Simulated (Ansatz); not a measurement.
**CoBi: LAPW beside PAW**

The same cell of CoBi is computed with LAPW, all electrons, PAW on the default files and all-electron PAW on datasets made for the crystal, to set the results side by side.

Program: Ansatz 0.2.0. Level of theory: DFT PBE, scalar-relativistic. These are calculated values, not measurements.

1 further run of the same task is left out (set aside as unsound or not needed).

### Step 1. The starting structure

It takes space group F-43m (No. 216, cubic). Conventional cell: a = 5.874 Å, b = 5.874 Å, c = 5.874 Å, α = 90.00°, β = 90.00°, γ = 90.00°. Co (site symmetry -43m) has 4 Bi at 2.54 Å as nearest neighbours. Around Bi (site symmetry -43m) lie 4 Co at 2.54 Å.

As a file:

```cif
data_structure
_symmetry_space_group_name_H-M 'P 1'
_symmetry_Int_Tables_number 1
_cell_length_a 4.1536
_cell_length_b 4.1536
_cell_length_c 4.1536
_cell_angle_alpha 60.000
_cell_angle_beta 60.000
_cell_angle_gamma 60.000
_cell_volume 50.67
loop_
_atom_site_label
_atom_site_type_symbol
_atom_site_fract_x
_atom_site_fract_y
_atom_site_fract_z
_atom_site_occupancy
Co1 Co 0.00000 0.00000 0.00000 1
Bi1 Bi 0.25000 0.25000 0.25000 1
```

The structure (zincblende type) was typed from a prototype and relaxed by PAW; whether it is the ground state wasn't tested.

Atoms are numbered in the order of the input: Co1, Bi2.

### Step 2. LAPW, all electrons

input.yaml reads:

```yaml
crystal:
  lattice:
    - [0.0, 2.9370076714, 2.9370076714]
    - [2.9370076714, 0.0, 2.9370076714]
    - [2.9370076714, 2.9370076714, 0.0]
  atoms:
    - { symbol: Co, position: [0.0, 0.0, 0.0], spin: 2.0 }
    - { symbol: Bi, position: [0.25, 0.25, 0.25] }
magnetization:
  spin_polarized: true
kpoints:
  mp_grid: { grid: [9, 9, 9] }
  band_path:
    path:
      - [0.0, 0.0, 0.0]
      - [-0.5, -0.5, 0.0]
      - [-0.375, -0.375, 0.25]
      - [-0.375, 0.0, 0.375]
      - [0.0, 0.0, 0.0]
      - [0.0, 0.0, 0.5]
      - [-0.5, -0.25, 0.25]
      - [-0.5, -0.5, 0.0]
    npoints: 8
scf:
  occupations: { method: fermi_dirac, width: 0.08 }
hamiltonian:
  xc: pbe
  pseudopotentials: { kind: all_electron, lapw: { basis_error: 0.0005 } }
output:
  forces: true
  stress: true
  eigenvalues: true
  populations: true
  dos: { projected: true, de: 0.2, e_range: [-14, 8] }
```

### Step 3. PAW on the default files

input.yaml, as its differences from that of step 2:

```diff
@@ -27,3 +27,3 @@
   xc: pbe
-  pseudopotentials: { kind: all_electron, lapw: { basis_error: 0.0005 } }
+  pseudopotentials: { kind: paw }
 output:
@@ -32,3 +32,5 @@
   eigenvalues: true
+  efg: { contact_densities: true }
   populations: true
+  bader: true
   dos: { projected: true, de: 0.2, e_range: [-14, 8] }
```

### Step 4. All-electron PAW on datasets made for the crystal

input.yaml, as its differences from that of step 3:

```diff
@@ -27,3 +27,3 @@
   xc: pbe
-  pseudopotentials: { kind: paw }
+  pseudopotentials: { kind: all_electron, datasets: crystal }
 output:
@@ -33,4 +33 @@
   efg: { contact_densities: true }
-  populations: true
-  bader: true
-  dos: { projected: true, de: 0.2, e_range: [-14, 8] }
```

(Steps that only read results are left out.)

Before running it: what results should come out? Wanted: pressure; gap; Bader charges.

As calculated:

| quantity | value |
| --- | --- |
| pressure | LAPW 0.01, PAW 0.00, crystal datasets 0.01 GPa |
| gap (LAPW) | none |
| Bader charges (PAW) | Co1 -0.12, Bi2 +0.12 e |

The pressure is within half a GPa of zero, so the volume is close to equilibrium at this level. Bands cross the Fermi level: the crystal is a metal at this level. Within 0.3 eV of the Fermi level the largest projected share is Co 3d (72 %). The projection holds only the free atom's occupied shells (Co 4s, Co 3d, Bi 6s, Bi 6p in this range). In pressure, PAW differs from LAPW by less than 0.01 GPa. LAPW took about 3 times as long as PAW (2.8 min against 55 s, on a shared host and with the outputs that each input asks for). Spin-orbit coupling is left out, though the cell holds Bi; in elements this heavy it can shift bands and gaps by tenths of an eV.
